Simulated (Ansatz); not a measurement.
This script for the Ansatz DFT code, driven from Python starts 3 runs on NiPt, space group P4/mmm. What input does the engine get in each?

The script, `nipt.py`:
```python
'''Relaxed cell of NiPt under several functionals.'''

import ansatz as az
import numpy as np

params = {
    'mesh': (11, 11, 8),
    'occupations': 'fermi_dirac',
}

def edges_and_angles(cell):
    cell = np.asarray(cell)
    a, b, c = np.linalg.norm(cell, axis=1)
    cosines = cell[1] @ cell[2] / (b * c), cell[0] @ cell[2] / (a * c), cell[0] @ cell[1] / (a * b)
    return (a, b, c, *np.degrees(np.arccos(cosines)))


def main() -> None:
    crystal = (
        az.Lattice.of((2.70994, 0.0, 0.0), (0.0, 2.70994, 0.0), (0.0, 0.0, 3.57832))
        .atom('Ni', (0.5, 0.5, 0.5))
        .atom('Pt', (0.0, 0.0, 0.0))
        .moments(Ni=1.5)
    )

    job = (
        crystal.calculation()
        .basis(17 * az.Ha)
        .kpoints(*params['mesh'], center='gamma')
        .occupations(params['occupations'])
        .spin(az.SpinTreatment.COLLINEAR)
        .relax(cell=True)
    )

    levels = [('blyp', 'd3bj'), ('pbesol', 'd3bj'), ('lda', 'none')]
    print('level            a       b       c    alpha   beta  gamma  V/atom  steps')
    for name, dispersion in levels:
        seen = []
        run = job.functional(name, dispersion=dispersion).session().plan()
        done = run.execute(on_event=lambda e: seen.append(e) if e['event'] == 'relax_step' else None)
        cell = done.lattice.cell_ang
        label = name if dispersion == 'none' else f'{name}+{dispersion}'
        print('{:13s} {:7.4f} {:7.4f} {:7.4f} {:6.2f} {:6.2f} {:6.2f}'.format(label, *edges_and_angles(cell)), f'{abs(np.linalg.det(cell)) / len(done.lattice.sites):7.3f} {len(seen):5d}')


if __name__ == '__main__':
    main()
```

Run 1:
```yaml
crystal:
  lattice:
    - [2.70994, 0.0, 0.0]
    - [0.0, 2.70994, 0.0]
    - [0.0, 0.0, 3.57832]
  atoms:
    - { symbol: Ni, position: [0.5, 0.5, 0.5] }
    - { symbol: Pt, position: [0.0, 0.0, 0.0] }
basis:
  ecutwfc: 462.593566181796
kpoints:
  mp_grid:
    grid: [11, 11, 8]
    shift: [0.0, 0.0, 0.0]
hamiltonian:
  xc: blyp
  dispersion: d3bj
magnetization:
  spin_polarized: true
  per_species:
    Ni: 1.5
scf:
  occupations:
    method: fermi_dirac
relax:
  cell: {}
```

Run 2, against run 1:
```diff
-  xc: blyp
+  xc: pbesol
```

Run 3, against run 1:
```diff
-  xc: blyp
-  dispersion: d3bj
+  xc: lda
+  dispersion: none
```

```console
$ python nipt.py
level            a       b       c    alpha   beta  gamma  V/atom  steps
blyp+d3bj      2.7092  2.7092  3.5736  90.00  90.00  90.00  13.114     4
pbesol+d3bj    2.6590  2.6590  3.5216  90.00  90.00  90.00  12.449     6
RunWarning: the starting moments were not kept: the SCF closed with an absolute magnetisation of 1.4e-5 μB, where they sum to 1.5 μB in size (1 site). That is at most 0.1 of that sum. Measured as dr2_m measures the in/out step, that magnetisation stands 3.0e-10 eV from none, at or under the dr2_threshold of 2.0e-7 eV: [...]
lda            2.6628  2.6628  3.5142  90.00  90.00  90.00  12.459     6
```
(Warnings from the package without file and line, shortened, repeats left out.)

From smallest to largest: PBEsol+D3BJ (12.45 Å³ an atom, -5.3 % against the start), LDA (12.46 Å³ an atom, -5.2 % against the start) and BLYP+D3BJ (13.11 Å³ an atom, -0.2 % against the start). The spread is 5.3 % in volume.

The SCF didn't keep the moments it started from (some shrank, vanished or turned); what is printed is the state reached. Forces vanish by symmetry, so the ions can't move, and the end may be a saddle. BLYP and dispersion corrections can be off by several per cent in the lattices of metals, and by several GPa in the pressure at a fixed cell. The mesh is modest for a metal, so energies can be off by several to tens of meV an atom and pressures by half a GPa or more; differences at equal mesh fare better. Spin-orbit coupling, which matters for elements this heavy, is left out. The structure comes from a database of computed cells and needn't be a stable or known phase. Finished in 3.1 min on 1 thread of Arm Neoverse V1, with other jobs on the host, peak memory 0.52 GiB.
